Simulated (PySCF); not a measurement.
**I2OSn: changing the method**

What do other methods print for I2OSn?

The runs use PySCF 2.14.0; each script names its method and basis.

1 further run of the same task is left out (it didn't finish).

## Step 1: The system as given

I2OSn: 4 atoms, charge 0, spin multiplicity 1.

Bond lengths: Sn1–O2 1.839 Å, Sn1–I3 2.672 Å, Sn1–I4 2.672 Å. Angles: O2–Sn1–I3 126.2°, O2–Sn1–I4 126.2°, I3–Sn1–I4 107.7°.

## Step 2: The base run

Contents of input.py:

```python
from pyscf import gto, dft
from pyscf.prop.polarizability import rhf as pol

mol = gto.M(
    atom='Sn -0.779 0 -0.5477; O -2.2836 0 -1.6057; I -0.7303 0 2.1239; I 1.7516 0 -1.4058',
    basis='lanl2dz',
    ecp={'Sn': 'lanl2dz', 'I': 'lanl2dz'},
    charge=0,
    spin=0,
    verbose=4,
)
mf = dft.RKS(mol, xc='bhandhlyp')
mf.kernel()
print('polarizability (a.u.)')
print(pol.Polarizability(mf).polarizability().round(4))
mf.dip_moment()
print('orbital energies (hartree):', mf.mo_energy[..., max(0, mol.nelec[1]-3):mol.nelec[0]+3].round(4))
```

On the command line:

```
$ OMP_NUM_THREADS=1 python input.py
```

## Step 3: MP2 (RHF)

Edit 1 changes step after the SCF: polarizability → mp2; SCF type: RKS → RHF; functional: bhandhlyp → none (Hartree–Fock).

Contents of input.py:

```python
from pyscf import gto, scf, mp

mol = gto.M(
    atom='Sn -0.779 0 -0.5477; O -2.2836 0 -1.6057; I -0.7303 0 2.1239; I 1.7516 0 -1.4058',
    basis='lanl2dz',
    ecp={'Sn': 'lanl2dz', 'I': 'lanl2dz'},
    charge=0,
    spin=0,
    verbose=4,
)
mf = scf.RHF(mol)
mf.kernel()
mp.MP2(mf).kernel()
mf.dip_moment()
print('orbital energies (hartree):', mf.mo_energy[..., max(0, mol.nelec[1]-3):mol.nelec[0]+3].round(4))
```

## Step 4: Geometry optimisation

Edit 2 changes step after the SCF: polarizability → optimize.

Contents of input.py:

```python
from pyscf import gto, dft
from pyscf.geomopt.geometric_solver import optimize

mol = gto.M(
    atom='Sn -0.779 0 -0.5477; O -2.2836 0 -1.6057; I -0.7303 0 2.1239; I 1.7516 0 -1.4058',
    basis='lanl2dz',
    ecp={'Sn': 'lanl2dz', 'I': 'lanl2dz'},
    charge=0,
    spin=0,
    verbose=4,
)
mf = dft.RKS(mol, xc='bhandhlyp')
mf.kernel()
g = mf.nuc_grad_method()
g.grid_response = True
mol_eq = optimize(g.as_scanner(), maxsteps=30)
print('optimised geometry (angstrom)')
print(mol_eq.tostring('raw'))
print('orbital energies (hartree):', mf.mo_energy[..., max(0, mol.nelec[1]-3):mol.nelec[0]+3].round(4))
```

What does the calculation give? Wanted: for each run, E(SCF); from base; gap; SCF dipole; after the SCF.

**Answer**, as computed:

| run | E(SCF) (hartree) | from base (eV) | cycles | gap (eV) | SCF dipole (D) | after the SCF |
| --- | --- | --- | --- | --- | --- | --- |
| base | -101.211401 | 0 | 12 | 6.09 | 3.38 | n/a |
| MP2 (RHF) | -100.415665 | not comparable | 12 | 9.80 | 3.76 | MP2 correlation -6.533 eV |
| geometry optimisation | -101.211401 | 0.0000 | 12 | 6.09 | n/a | -0.047 eV |

SCF columns refer to the geometry typed in the script.

**Reading.** The dearest run is “geometry optimisation”, at 29 s against 7.3 s.
